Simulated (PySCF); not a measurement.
Runs of PySCF 2.14.0 on O3BH3. The cell holds a molecule in a box, 7 atoms: a = 12.000 Å, b = 12.000 Å, c = 13.000 Å, α = 90.00°, β = 90.00°, γ = 90.00°. 

| task | level | three-body dispersion term | conv_tol | exxdiv | grid for exchange and correlation | frozen core bands | gap on the mesh (eV) |
| --- | --- | --- | --- | --- | --- | --- | --- |
| atomic charges | TPSSh+D3 | no | 1e-07 Ha | ewald | Becke, atom-centred | - | (a) |
| MP2 correlation energy | HF | - | 1e-08 Ha | ewald | - | 4 | 17.55 |
| atomic charges | M06-2X | - | 1e-07 Ha | ewald | Becke, atom-centred | - | 12.20 |
| atomic charges | M06-L+D3 | no | 1e-07 Ha | - | Becke, atom-centred | - | 8.25 |

Alike in all rows: potentials or basis def2-svp (all-electron); no spin polarisation; cell as given; k mesh 1 × 1 × 1; smearing fixed.

Question: Fill in the values left out.

Answer: (a) 8.44.

Caveats: this is a molecule in a periodic box at the Γ point, so its band gap is the HOMO-LUMO gap; the basis of atomic orbitals isn't converged, which shifts pressures, moduli and gaps; the basis is small and the box finite, so much correlation energy is missing and levels can be off by tenths of an eV (some runs).

